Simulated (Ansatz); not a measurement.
# Sc6Te2Ru: further runs on the relaxed cell

One table from this session's results is given with a row withheld; the runs are named, their logs left out.

Computed with Ansatz 0.2.0 (DFT PBEsol, scalar-relativistic, plane waves, PAW, unless a step's input says otherwise).

1 further run of the same task is left out (set aside as unsound or not needed). Runs told in other sessions of the task aren't counted.

## The structure to begin with

The structure is hexagonal, space group P-62m (No. 189). The conventional cell has a = 7.664 Å, b = 7.664 Å, c = 3.767 Å, α = 90.00°, β = 90.00°, γ = 120.00°. Around Sc (site symmetry m2m) lie 2 Ru at 2.63 Å and 2 Te at 2.98 Å. Sc (site symmetry m2m) has 1 Ru at 2.98 Å and 4 Te at 3.03 Å and 6 Sc at 3.21 to 3.41 Å in its first shell of neighbours. Te (site symmetry -6) is surrounded by 9 Sc at 2.98 to 3.03 Å. Around Ru (site symmetry -62m) lie 9 Sc at 2.63 to 2.98 Å.

Coordinates:

```
CELL_PARAMETERS angstrom
7.66416 0.00000 0.00000
-3.83208 6.63736 0.00000
0.00000 0.00000 3.76680
ATOMIC_POSITIONS crystal
Sc 0.23965 0.00000 0.50000
Sc 0.00000 0.23965 0.50000
Sc 0.76035 0.76035 0.50000
Sc 0.61097 0.00000 0.00000
Sc 0.00000 0.61097 0.00000
Sc 0.38903 0.38903 0.00000
Te 0.33333 0.66667 0.50000
Te 0.66667 0.33333 0.50000
Ru 0.00000 0.00000 0.00000
```

It goes back to an entry of the Materials Project, which need not be the stable form.

It is the result of an earlier relaxation at this level (volume 21.29 Å³/atom; gap on the mesh: none (metal)).

Set-up of the first run:

The input, input.yaml:

```yaml
crystal:
  lattice:
    - [7.5867369762, 0.0, 0.0]
    - [-3.7933684881, 6.5703069533, 0.0]
    - [0.0, 0.0, 3.7287529849]
  atoms:
    - { symbol: Sc, position: [0.2396484223, 0.0, 0.5] }
    - { symbol: Sc, position: [0.0, 0.2396484223, 0.5] }
    - { symbol: Sc, position: [0.7603515777, 0.7603515777, 0.5] }
    - { symbol: Sc, position: [0.6109686146, 0.0, 0.0] }
    - { symbol: Sc, position: [0.0, 0.6109686146, 0.0] }
    - { symbol: Sc, position: [0.3890313854, 0.3890313854, 0.0] }
    - { symbol: Te, position: [0.3333333333, 0.6666666667, 0.5] }
    - { symbol: Te, position: [0.6666666667, 0.3333333333, 0.5] }
    - { symbol: Ru, position: [0.0, 0.0, 0.0] }
basis:
  ecutwfc: 420
kpoints:
  mp_grid: { grid: [6, 6, 10] }
hamiltonian:
  xc: pbesol
scf:
  occupations: { method: gaussian, width: 0.1 }
output:
  forces: true
  stress: true
  eigenvalues: true
relax:
  adjacent_minimum: "off"
  f_tol: 0.01
  max_steps: 30
  cell: { stress_tol: 0.1, fix: [volume] }
```

On the command line:

```console
$ ansatz run input.yaml --threads 2 --pin off --max-ram 5120MiB --backend cpu --events-out ev --progress --plain --runs-dir out
```

Among the steps run: Volume × 0.97; The cell scaled to 1.03 of its volume; The cell scaled to 0.94 of its volume; Volume × 1.06; Volume × 0.91; Point at V/V0 = 1.10; Volume × 0.88.

One of the session's tables, all rows but one given; the rest of the session is left out.

It belongs to the step «Equation of state». 

| volume (Å³/atom) | energy above the lowest point (meV/atom) | pressure (GPa) |
| --- | --- | --- |
| 18.736 | 94.9 | 13.36 |
| 19.375 | ? | ? |
| 20.013 | 21.1 | 5.62 |
| 20.652 | 4.9 | 2.59 |
| 21.291 | 0.0 | 0.01 |
| 21.929 | 4.6 | -2.18 |
| 22.568 | 17.1 | -4.03 |
| 23.420 | 44.2 | -6.04 |

**Question.** Estimate the row for volume (Å³/atom) = 19.375.

Worked estimate for «energy above the lowest point (meV/atom)». A straight line through the neighbours (18.736, 94.9) and (20.013, 21.1) gives 94.9 + (21.1 − 94.9) × (19.375 − 18.736) / (20.013 − 18.736) = 58.0; a parabola fitted to 3 rows on both sides gives 51.1.

The run gave: energy above the lowest point (meV/atom): 50.3; pressure (GPa): 9.17. In «energy above the lowest point (meV/atom)» the line misses by +7.7 and the parabola by +0.8.
